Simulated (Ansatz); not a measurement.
# CH₇B₂ClSi: one species, many methods

The task here is to estimate one member of a computed series from the others.

The runs use Ansatz 0.2.0, Gaussian basis; functionals in def2-TZVPP, the program's frozen cores in correlated methods.

Plan: PBE-D4, r2SCAN-D4, PBE0-D4, B3LYP-D4, ωB97X-V, ωB97M-V, B2PLYP; CCSD(T)/def2-TZVPP; MP2/def2-QZVPP; extrapolation to the limit.

## The relaxed structure

All runs share one geometry, relaxed beforehand with PBE0-D4 in a triple-zeta def2 set.

SMILES `CB([SiH3])BCl`, 12 atoms, charge 0, spin multiplicity 1.

Atoms are counted from 1 here; the program's logs count them from 0.

Bond lengths: C1–B2 1.560 Å, C1–H6 1.104 Å, C1–H7 1.092 Å, C1–H8 1.092 Å, B2–Si3 2.032 Å, B2–B4 1.649 Å, Si3–H9 1.488 Å, Si3–H10 1.493 Å, Si3–H11 1.491 Å, B4–Cl5 1.757 Å, B4–H12 1.197 Å. Angles: B2–C1–H6 103.4°, B2–C1–H7 115.6°, B2–C1–H8 114.8°, H6–C1–H7 105.9°, H6–C1–H8 106.0°, H7–C1–H8 109.9°, C1–B2–Si3 118.3°, C1–B2–B4 126.5°, Si3–B2–B4 115.2°, B2–Si3–H9 115.1°, B2–Si3–H10 106.2°, B2–Si3–H11 111.0°, H9–Si3–H10 107.9°, H9–Si3–H11 108.4°, H10–Si3–H11 107.9°, B2–B4–Cl5 118.0°, B2–B4–H12 126.0°, Cl5–B4–H12 115.9°.

The first run:

in.yaml

```yaml
crystal:
  periodic: [false, false, false]
  atoms:
    - {symbol: C, position_ang: [-0.778014, -0.814560, 1.238205]}
    - {symbol: B, position_ang: [-0.271495, -0.104387, -0.055028]}
    - {symbol: Si, position_ang: [1.500278, 0.887703, 0.021337]}
    - {symbol: B, position_ang: [-1.041665, -0.054347, -1.512159]}
    - {symbol: Cl, position_ang: [-0.602420, -1.253573, -2.719512]}
    - {symbol: H, position_ang: [-1.415797, -0.051701, 1.716881]}
    - {symbol: H, position_ang: [-0.008690, -1.064902, 1.971489]}
    - {symbol: H, position_ang: [-1.422436, -1.678984, 1.064323]}
    - {symbol: H, position_ang: [1.696794, 1.910205, -1.041843]}
    - {symbol: H, position_ang: [2.564104, -0.147622, -0.135158]}
    - {symbol: H, position_ang: [1.689468, 1.544353, 1.346836]}
    - {symbol: H, position_ang: [-1.833326, 0.772816, -1.861271]}
basis:
  gaussian: {orbitals: def2-TZVPP}
hamiltonian: {xc: pbe, dispersion: d4}
output: {forces: true, orbitals: {seedname: orbitals}}
```

On the command line:

```sh
$ ansatz run in.yaml --threads 4 --pin off --events-out ev --progress --plain --max-ram 10444MiB
```

Among the steps run: PBE-D4 (GGA); r2SCAN-D4 (meta-GGA); PBE0-D4 (hybrid); B3LYP-D4 (hybrid); ωB97X-V (range-separated); ωB97M-V (range-separated); B2PLYP (double hybrid); CCSD(T) in def2-TZVPP; MP2 in def2-QZVPP.

One table of the session follows, with a row left open; its other results are not shown here.

```
            method  atomisation energy (kJ/mol)
            PBE-D4                       4162.3
         r2SCAN-D4                            ?
           PBE0-D4                       4134.4
          B3LYP-D4                       4123.1
           ωB97X-V                       4131.7
           ωB97M-V                       4127.7
            B2PLYP                       4068.9
     HF/def2-TZVPP                       3205.8
    MP2/def2-TZVPP                       4040.4
   CCSD/def2-TZVPP                       3957.8
CCSD(T)/def2-TZVPP                       4003.6
           MP2/CBS                       4127.3
       CCSD(T)/CBS                       4090.4
```

**Question.** Estimate the row for r2SCAN-D4.

**Answer.** atomisation energy (kJ/mol): 4149.8. In the column «atomisation energy (kJ/mol)» it lies between PBE0-D4 (4134.4) and PBE-D4 (4162.3).

To keep in mind: Free atoms (1 C, 2 B, 1 Si, 1 Cl, 7 H) were run apart at each level; the atomisation energy is their sum less the molecule, without zero-point or spin-orbit terms.
